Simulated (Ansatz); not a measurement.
# Zn3P in Ansatz: the effect of functional

The system is Zn3P.

```
CELL_PARAMETERS angstrom
3.97552 0.00000 0.00000
0.00000 3.97552 0.00000
0.00000 0.00000 3.97552
ATOMIC_POSITIONS crystal
Zn 0.50000 0.50000 0.00000
Zn 0.50000 0.00000 0.50000
Zn 0.00000 0.50000 0.50000
P 0.00000 0.00000 0.00000
```

The cell comes from a database or a generator and needn't be the stable form of this composition.

Alike in all runs:

* Program: Ansatz 0.2.0
* Task: projected density of states
* Potentials or basis: Ansatz PAW
* k mesh: 4 × 4 × 4
* Occupations: fermi-dirac, width 0.05 eV
* Spin: no spin polarisation

```csv
functional,cutoff,pressure (GPa)
LDA,420 eV (not typed: the program's choice for these potentials),?
PBEsol,420 eV (not typed: the program's choice for these potentials),-5.2
RPBE,420 eV (not typed: the program's choice for these potentials),2.0
revPBE,420 eV (not typed: the program's choice for these potentials),1.3
BLYP,420 eV (not typed: the program's choice for these potentials),5.7
r2SCAN,500 eV (not typed: the program's choice for these potentials),-3.6
HSE06,420 eV (not typed: the program's choice for these potentials),-1.0
PBE0,420 eV (not typed: the program's choice for these potentials),-1.3
r2SCAN0,500 eV (not typed: the program's choice for these potentials),-2.9
```

Task: What does the run with functional LDA give?

Result: Pressure -8.0 GPa.

Caveats: all runs use coarse meshes; the PAW data sets come from PBE, with cores solved anew for the run's functional, which leaves a small shift of forces and pressure; the density of states is complete only up to the lowest level of the last band computed; the thresholds are loose for stress (some runs).

Runs at the PBE level aren't shown here.
